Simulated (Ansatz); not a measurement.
# TiNi: how the settings move a single-point run

Aim: see which settings change the result for TiNi, by how much, and at what cost.

Computed with Ansatz 0.2.0 (reference: DFT, PBEsol, PAW with Ansatz's default frozen-core files, scalar-relativistic, unless a step's input says otherwise).

## 1. The structure to begin with

It takes space group Pm-3m (No. 221, cubic). Conventional cell: a = 2.988 Å, b = 2.988 Å, c = 2.988 Å, α = 90.00°, β = 90.00°, γ = 90.00°. Ti (site symmetry m-3m) is surrounded by 8 Ni at 2.59 Å. Ni (site symmetry m-3m) is surrounded by 8 Ti at 2.59 Å.

As a file:

```
Ti Ni
1.0
     2.98807    2.98807    0.00000
     2.98807    0.00000    2.98807
     2.98807    0.00000   -2.98807
Ti Ni
2 2
Cartesian
  4.4821 1.4940 -1.4940
  4.4821 1.4940 1.4940
  0.0000 0.0000 0.0000
  2.9881 0.0000 0.0000
```

## 2. Reference

input.yaml reads:

```yaml
crystal:
  lattice:
    - [2.98806613, 2.98806613, 0.0]
    - [2.98806613, 0.0, 2.98806613]
    - [2.98806613, 0.0, -2.98806613]
  atoms:
    - { symbol: Ti, position: [0.5, 0.25, 0.75] }
    - { symbol: Ti, position: [0.5, 0.75, 0.25] }
    - { symbol: Ni, position: [0.0, 0.0, 0.0] }
    - { symbol: Ni, position: [0.0, 0.5, 0.5] }
kpoints:
  mp_grid: { grid: [10, 10, 10] }
scf:
  occupations: { method: fermi_dirac, width: 0.05 }
  lower_state_search: "off"
hamiltonian:
  xc: pbesol
  pseudopotentials: { kind: paw }
output:
  forces: true
  stress: true
  eigenvalues: true
  write_density: true
  write_potential: true
  elf: true
  volumetric_format: npy
```

On the command line:

```bash
$ ansatz run input.yaml --threads 2 --pin off --max-ram 6144MiB --backend cpu --events-out ev --progress --plain --runs-dir out
```

Excerpt of the output:

```text
[...]
Basis set: ecut = 420 eV, 1037 PW (Γ), exchange–correlation on 60×60×60 points (8 copies of the dense FFT grid, shifted against one another)
[...]
k-points: 47 of 1000
[...]
SCF iter   1: F=—  HF=-16559.251776 eV  |F-HF|=—  |Δ(HF+E_count)|=         —  Δρ=2.68e-2  dr2=2.49e-1  ethr=1.77e-3  ⟨swp⟩=3.5  Hψ=5124  notcnv=0
preconditioner: auto → Kerker (q_TF=auto, 2.782 Å⁻¹)  [metal: Δε(μ)=0.004 eV  Ē_g=3.641 eV  σ=0.050 eV  W_gap=0.02  n_scr=14 (ndim 8)  ℏωp=26.9 eV  f_vac=0.000  D(μ)=5.49/eV (n_scr^D=64)]
SCF iter   2: F=—  HF=-16559.225971 eV  |F-HF|=—  |Δ(HF+E_count)|=   2.58e-2  Δρ=4.05e-3  dr2=7.38e-3  ethr=4.14e-4  ⟨swp⟩=2.7  Hψ=2964  notcnv=0
[...]
SCF iter   6: F=—  HF=-16559.224728 eV  |F-HF|=—  |Δ(HF+E_count)|=   1.84e-7  Δρ=2.64e-5  dr2=3.53e-7  ethr=2.07e-9  ⟨swp⟩=2.0  Hψ=2305  notcnv=0
SCF iter   7: F=-16559.224728 eV  HF=-16559.224728 eV  |F-HF|=1.30e-8  |Δ(HF+E_count)|=   3.12e-8  Δρ=4.61e-6  dr2=1.38e-8  ethr=1.67e-10  ⟨swp⟩=6.4  Hψ=10062  notcnv=0
[...]
SCF converged after 7 iterations
Free energy (F): -16559.224728 eV
[...]
E sigma→0 (E₀):  -16559.202581 eV
[...]
Fermi energy:    16.340622 eV
[...]
  P = ⅓ Tr σ = -3.0155 GPa (-30.155 kbar)
[...]
```

Wall time 1.6 s (2 threads of Intel Xeon 6975P-C (Granite Rapids), shared host); peak memory 0.45 GiB.

## 3. Changing settings: eigensolver.kind davidson, xc_grid 4, basis.precision f64, ecutrho_ratio 12

Edit input.yaml of step 2 so:

```diff
@@ -15,2 +15,3 @@
   lower_state_search: "off"
+  eigensolver: { kind: davidson }
 hamiltonian:
@@ -22,5 +23,5 @@
   eigenvalues: true
-  write_density: true
-  write_potential: true
-  elf: true
-  volumetric_format: npy
+basis:
+  xc_grid: 4
+  precision: f64
+  ecutrho_ratio: 12
```

On the command line:

```bash
$ ansatz run input.yaml --threads 2 --pin off --max-ram 6144MiB --backend cpu --events-out ev --progress --plain --runs-dir out
```

Output, cut to the lines that bear on the results:

```text
[...]
Pseudopotentials: kind: paw
Pseudopotential: Ti, paw, valence charge 12, recommended cutoff 420 eV (normal)
Pseudopotential: Ni, paw, valence charge 18, recommended cutoff 420 eV (normal)
Functional definition: PBEsol
[...]
Crystal: 4 atoms, lattice volume = 53.358 Å³
Basis set: ecut = 420 eV, 1037 PW (Γ), exchange–correlation on 200×200×200 points (64 copies of the dense FFT grid, shifted against one another)
Bands: 36, of which v1, the nominal top of the filled ones, is band 30 counted from 1 (29 counted from 0)
Symmetry: 96 space group operations
Space group: Pm-3m (ITA 221), of the structure as read, at distance tolerance 3.8e-5 Å
k-points: 47 of 1000
[...]
SCF iter   1: F=—  HF=-16559.249091 eV  |F-HF|=—  |Δ(HF+E_count)|=         —  Δρ=2.53e-2  dr2=2.23e-1  ethr=1.77e-3  ⟨swp⟩=5.5  Hψ=7275  notcnv=0
[...]
SCF iter   8: F=-16559.224719 eV  HF=-16559.224719 eV  |F-HF|=3.77e-9  |Δ(HF+E_count)|=   5.94e-8  Δρ=2.31e-6  dr2=1.29e-9  ethr=8.30e-10  ⟨swp⟩=3.3  Hψ=3412  notcnv=0
[...]
SCF converged after 8 iterations
Free energy (F): -16559.224719 eV
[...]
E sigma→0 (E₀):  -16559.202573 eV
Entropy (-TS):   -0.044293 eV (-11.073 meV/atom)
Fermi energy:    16.340620 eV
[...]
--- Forces (eV/Å), atoms counted from 1 ---
  atom   1  Ti     0.00000000     0.00000000     0.00000000
  atom   2  Ti     0.00000000     0.00000000     0.00000000
  atom   3  Ni     0.00000000     0.00000000    -0.00000000
  atom   4  Ni     0.00000000     0.00000000     0.00000000
[...]
--- Stress (GPa, compression-positive) ---
       -3.015046      -0.000000       0.000000
       -0.000000      -3.015046       0.000000
       -0.000000       0.000000      -3.015046
  P = ⅓ Tr σ = -3.0150 GPa (-30.150 kbar)
--- Band table (eV; the first three rows and the last of 47) ---
[...]
```

Run time: 3.4 s. Hardware: 2 threads of Intel Xeon 6975P-C (Granite Rapids), shared host; peak memory 0.88 GiB.

Changing the solver, numerical grids and arithmetic precision leaves the energy as it was (0.0 meV/atom).

## 4. All runs together

```
                                                                           run     ending  energy change  pressure (GPa)  gap (eV)  force (eV/Å)  cycles   time
                                                                     reference  converged              0            -3.0      0.00          0.00       7  1.6 s
1: eigensolver.kind davidson, xc_grid 4, basis.precision f64, ecutrho_ratio 12  converged   0.0 meV/atom            -3.0      0.00          0.00       8  3.4 s
```

Times don't compare one to one where runs were asked for different outputs or read a saved state (see the inputs); cycles may leave out searches for a lower state.

Residual by cycle in the longest SCF loop of each run; runs are numbered as in the table. The quantity is the density residual dr2, in eV.

```
cycle  reference   run 1
    1      0.249   0.223
    2    0.00738  0.0132
    3    0.00129  8.5e-4
    4     1.2e-5  5.3e-5
    5     1.2e-6  6.4e-6
    6     3.5e-7  2.6e-6
    7     1.4e-8  5.0e-7
    8          -  1.3e-9
```

Changing the solver, numerical grids and arithmetic precision hardly moves the energy: 0.0 meV/atom.
